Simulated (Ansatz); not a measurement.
# BrFHInOSi: how energies converge with the basis set

One table from this session's results is given with a row withheld; the runs are named, their logs left out.

The runs use Ansatz 0.2.0, Gaussian basis; one geometry, several basis sets.

The runs, in order: PBE0-D4/def2-SVP; ωB97M-V/def2-SVP; PBE0-D4/def2-QZVPP; ωB97M-V/def2-QZVPP; the functionals' def2-TZVPP values are taken from earlier runs.

## The geometry

An earlier PBE0-D4 in a triple-zeta def2 set relaxation fixed the geometry. In takes the def2 core potential; no spin-orbit term is included.

6 atoms, charge 0, spin multiplicity 1.

Atoms are counted from 1 here; the program's logs count them from 0.

Bond lengths: F1–Si2 1.590 Å, Si2–Br3 2.262 Å, Si2–O4 1.582 Å, Si2–H6 1.473 Å, O4–In5 2.098 Å. Angles: F1–Si2–Br3 104.8°, F1–Si2–O4 113.5°, F1–Si2–H6 107.0°, Br3–Si2–O4 107.7°, Br3–Si2–H6 107.1°, O4–Si2–H6 115.9°, Si2–O4–In5 126.7°.

Coordinates:

```
F    -0.3593   -1.9205    0.1147
Si   -0.3084   -0.3941   -0.3280
Br   -1.3559    0.7262    1.3343
O     1.1607    0.1805   -0.4434
In    2.0506    1.6096    0.8085
H    -1.1458   -0.2658   -1.5324
```

The first run:

Contents of in.yaml:

```yaml
crystal:
  periodic: [false, false, false]
  atoms:
    - {symbol: F, position_ang: [-0.359258, -1.920469, 0.114713]}
    - {symbol: Si, position_ang: [-0.308402, -0.394064, -0.327951]}
    - {symbol: Br, position_ang: [-1.355895, 0.726242, 1.334277]}
    - {symbol: O, position_ang: [1.160726, 0.180455, -0.443391]}
    - {symbol: In, position_ang: [2.050623, 1.609633, 0.808508]}
    - {symbol: H, position_ang: [-1.145794, -0.265798, -1.532357]}
basis:
  gaussian: {orbitals: def2-SVP}
hamiltonian: {xc: pbe0, dispersion: d4}
output: {orbitals: {seedname: orbitals}}
```

Steps of the session up to this table: PBE0-D4 in def2-SVP; ωB97M-V in def2-SVP; PBE0-D4 in def2-QZVPP; ωB97M-V in def2-QZVPP.

One table of the session follows, with a row left open; its other results are not shown here.

It belongs to the step «Density functionals: the series». 

| functional | basis | HOMO (eV) | LUMO (eV) |
| --- | --- | --- | --- |
| PBE0-D4 | def2-SVP | -7.62 | -1.76 |
| PBE0-D4 | def2-TZVPP | -7.67 | -1.81 |
| PBE0-D4 | def2-QZVPP | -7.68 | -1.82 |
| ωB97M-V | def2-SVP | ? | ? |
| ωB97M-V | def2-TZVPP | -9.76 | -0.35 |
| ωB97M-V | def2-QZVPP | -9.78 | -0.40 |

**Question.** Estimate the row for ωB97M-V, def2-SVP.

The run gave: HOMO (eV): -9.68; LUMO (eV): -0.20. In the column «HOMO (eV)» it lies between ωB97M-V, def2-TZVPP (-9.76) and PBE0-D4, def2-QZVPP (-7.68).
